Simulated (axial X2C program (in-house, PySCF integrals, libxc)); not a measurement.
# ZrH: from the state search to constants

Aim: find the lowest determinant of ZrH, scan the bond at several levels and fit the constants, once spin-free and once with spin–orbit coupling.

The runs use an in-house X2C program for linear molecules on PySCF integrals; all-electron X2C, Zr dyall-v3z, H dyall-v3z.

All values are calculated.

2 further runs of the same task are left out: 2 that didn't finish.

## (1) Input

Contents of task.json:

```json
{"zs": [40, 1], "q": 0, "bas": ["dyall-v3z", "dyall-v3z"], "levels": ["PBE0", "HF", "PW91", "PBE"], "cc": false, "r0": 1.86, "npts": 10, "nst": 2, "ntry": 6, "opt": {"maxit": 3}}
```

Keys: zs atomic numbers; q charge; bas basis sets; levels methods (HF also brings MP2); cc coupled cluster on or off; r0 starting distance in Å; npts points asked for on the curve; nst determinants followed; ntry starts of the search; maxit SCF iteration limit on the curve.

On the command line:

```bash
python so2c.py task.json out
```

Spin-free means the one-electron spin-free X2C Hamiltonian; two-component (2c) means X2C with spin–orbit coupling and atomic mean-field two-electron Coulomb and Gaunt terms. Basis: Zr dyall-v3z contracted to [11s12p9d4f2g], H dyall-v3z contracted to [6s2p1d]; Gaussian nuclei, density fitting. Masses: Zr 89.905 u, H 1.008 u.

Notation: σ, π±, δ± give the projection m of an orbital's angular momentum (0, ±1, ±2), α and β its spin, Λ and M_S the sums; ω is the projection of a spinor's total angular momentum and Ω the sum. Logs are in hartree.

The results follow Hamiltonian by Hamiltonian and level by level.

## (2) State search with PBE0

Determinants are compared with PBE0 at 1.860 Å.

Spin-free determinants:

```
ΔE (eV)             state                          open shells
   0.00  M_S = 3/2, Λ = 0   beyond closed shells: σα, δ+α, δ-α
   0.01  M_S = 3/2, Λ = 3   beyond closed shells: σα, π+α, δ+α
   0.11  M_S = 3/2, Λ = 1   beyond closed shells: σα, π-α, δ+α
   0.37  M_S = 1/2, Λ = 2            beyond closed shells: δ+α
   0.63  M_S = 1/2, Λ = 1   beyond closed shells: σα, π-β, δ+α
   0.91  M_S = 3/2, Λ = 2  beyond closed shells: π+α, π-α, δ+α
   0.95  M_S = 1/2, Λ = 0   beyond closed shells: σβ, δ+α, δ-α
```

Two-component determinants:

| ΔE (eV) | state | open shells |
| --- | --- | --- |
| 0.00 | Ω = 3/2 | excess of +ω over −ω: ω = 3/2 |
| 0.06 | Ω = 3/2 | excess of +ω over −ω: ω = 1/2, ω = -3/2, ω = 5/2 |
| 0.12 | Ω = 9/2 | excess of +ω over −ω: ω = 1/2, ω = 3/2, ω = 5/2 |
| 0.14 | Ω = 1/2 | excess of +ω over −ω: ω = 1/2 |
| 0.18 | Ω = 5/2 | excess of +ω over −ω: ω = 5/2 |
| 0.57 | Ω = 1/2 | excess of +ω over −ω: ω = 1/2 |
| 0.62 | Ω = 1/2 | excess of +ω over −ω: 2 × ω = -1/2, ω = 3/2 |

## (3) PBE0, spin-free

State followed: M_S = 3/2, Λ = 0 (beyond closed shells: σα, δ+α, δ-α). The scan is laid around 1.857 Å, a first estimate of the minimum, and this SCF restarts from the orbitals of the search.

The SCF at the reference distance of 1.857 Å:

```text
spin-free X2C-1e  PBE0
basis functions 155  fitting functions 830  grid points 5071
iter        total energy     max residual
   1      -3598.553734355     2.87e-01
   2      -3598.560999201     3.70e-03
   3      -3598.561040656     4.68e-04
NOT converged
one-electron -4991.68083127  Coulomb 1496.92853560  exact exchange -28.35518363  xc functional -86.85210117  nuclear repulsion 11.39853982
```

Along the bond, energies from the lowest point:

```csv
R (Å),E (eV),μ (D),HOMO (eV),LUMO (eV),iterations
1.616,not converged,n/a,n/a,n/a,6
1.690,not converged,n/a,n/a,n/a,6
1.746,not converged,n/a,n/a,n/a,6
1.801,not converged,n/a,n/a,n/a,6
1.857,not converged,n/a,n/a,n/a,6
1.922,not converged,n/a,n/a,n/a,6
1.987,not converged,n/a,n/a,n/a,6
2.071,not converged,n/a,n/a,n/a,6
2.173,not converged,n/a,n/a,n/a,6
2.321,not converged,n/a,n/a,n/a,6
```

Dipoles are positive if H is the positive end.

No constants are quoted: only 0 points converged.

## (4) HF, spin-free

The SCF at the reference distance of 1.857 Å:

```text
spin-free X2C-1e  HF
basis functions 155  fitting functions 830  grid points 5071
iter        total energy     max residual
   1      -3596.766795703     3.22e-01
   2      -3596.790914561     5.95e-03
   3      -3596.792055905     3.29e-03
NOT converged
one-electron -4990.79475038  Coulomb 1496.06789400  exact exchange -113.46373935  xc functional 0.00000000  nuclear repulsion 11.39853982
```

No constants are quoted: only 0 points converged.

## (5) PW91, spin-free

Output at 1.857 Å:

```text
spin-free X2C-1e  PW91
basis functions 155  fitting functions 830  grid points 5071
iter        total energy     max residual
   1      -3599.149056723     2.87e-01
   2      -3599.159151995     4.56e-03
   3      -3599.159305578     1.33e-03
NOT converged
one-electron -4991.64981617  Coulomb 1496.88704708  exact exchange 0.00000000  xc functional -115.79507630  nuclear repulsion 11.39853982
```

No constants are quoted: only 0 points converged.

## (6) PBE, spin-free

Output at 1.857 Å:

```text
spin-free X2C-1e  PBE
basis functions 155  fitting functions 830  grid points 5071
iter        total energy     max residual
   1      -3598.487812483     2.88e-01
   2      -3598.497203130     3.09e-03
   3      -3598.497344539     1.05e-03
NOT converged
one-electron -4991.56796708  Coulomb 1496.80000584  exact exchange 0.00000000  xc functional -115.12792312  nuclear repulsion 11.39853982
```

No constants are quoted: only 0 points converged.

## (7) PBE0, 2c

State followed: Ω = 3/2 (excess of +ω over −ω: ω = 3/2). The scan is laid around 1.857 Å, a first estimate of the minimum, and this SCF restarts from the orbitals of the search.

Output at 1.857 Å:

```text
two-component X2C + atomic mean field  PBE0
basis functions 155  fitting functions 830  grid points 5071
iter        total energy     max residual
   1      -3597.172653568     2.89e-01
   2      -3597.179965977     3.73e-03
   3      -3597.180007808     4.73e-04
NOT converged
one-electron -4987.83816946  Coulomb 1495.98745183  exact exchange -28.33876081  xc functional -86.79147827  nuclear repulsion 11.39853982  atomic mean-field constant -1.59759091
```

Along the bond, energies from the lowest point:

```csv
R (Å),E (eV),μ (D),HOMO (eV),LUMO (eV),iterations
1.616,not converged,n/a,n/a,n/a,6
1.690,not converged,n/a,n/a,n/a,6
1.746,not converged,n/a,n/a,n/a,6
1.801,not converged,n/a,n/a,n/a,6
1.857,not converged,n/a,n/a,n/a,6
1.922,not converged,n/a,n/a,n/a,6
1.987,not converged,n/a,n/a,n/a,6
2.071,not converged,n/a,n/a,n/a,6
2.173,not converged,n/a,n/a,n/a,6
2.321,not converged,n/a,n/a,n/a,6
```

Dipoles are positive if H is the positive end.

No constants are quoted: only 0 points converged.

## (8) HF, 2c

The SCF at the reference distance of 1.857 Å:

```text
two-component X2C + atomic mean field  HF
basis functions 155  fitting functions 830  grid points 5071
iter        total energy     max residual
   1      -3595.397053314     3.22e-01
   2      -3595.421621836     7.12e-03
   3      -3595.423294084     4.10e-03
NOT converged
one-electron -4986.87200390  Coulomb 1495.04402293  exact exchange -113.39626202  xc functional 0.00000000  nuclear repulsion 11.39853982  atomic mean-field constant -1.59759091
```

No constants are quoted: only 0 points converged.

## (9) PW91, 2c

Output at 1.857 Å:

```text
two-component X2C + atomic mean field  PW91
basis functions 155  fitting functions 830  grid points 5071
iter        total energy     max residual
   1      -3597.763265505     2.88e-01
   2      -3597.773439334     4.52e-03
   3      -3597.773630461     1.46e-03
NOT converged
one-electron -4987.84433008  Coulomb 1495.98463525  exact exchange 0.00000000  xc functional -115.71488452  nuclear repulsion 11.39853982  atomic mean-field constant -1.59759091
```

No constants are quoted: only 0 points converged.

## (10) PBE, 2c

The SCF at the reference distance of 1.857 Å:

```text
two-component X2C + atomic mean field  PBE
basis functions 155  fitting functions 830  grid points 5071
iter        total energy     max residual
   1      -3597.102073265     2.90e-01
   2      -3597.111520220     3.12e-03
   3      -3597.111693864     1.10e-03
NOT converged
one-electron -4987.75906884  Coulomb 1495.89406614  exact exchange 0.00000000  xc functional -115.04764007  nuclear repulsion 11.39853982  atomic mean-field constant -1.59759091
```

No constants are quoted: only 0 points converged.

The whole job took 80 s on 1 thread of Arm Neoverse N1, shared host.

## (11) What came out

No curve gave constants.

**Reading.** One setting of the input is poor: too few iterations allowed (3 iterations an attempt). 80 of 80 points did not converge. The numbers above are not properties of ZrH; the cure is to run again with the usual setting.
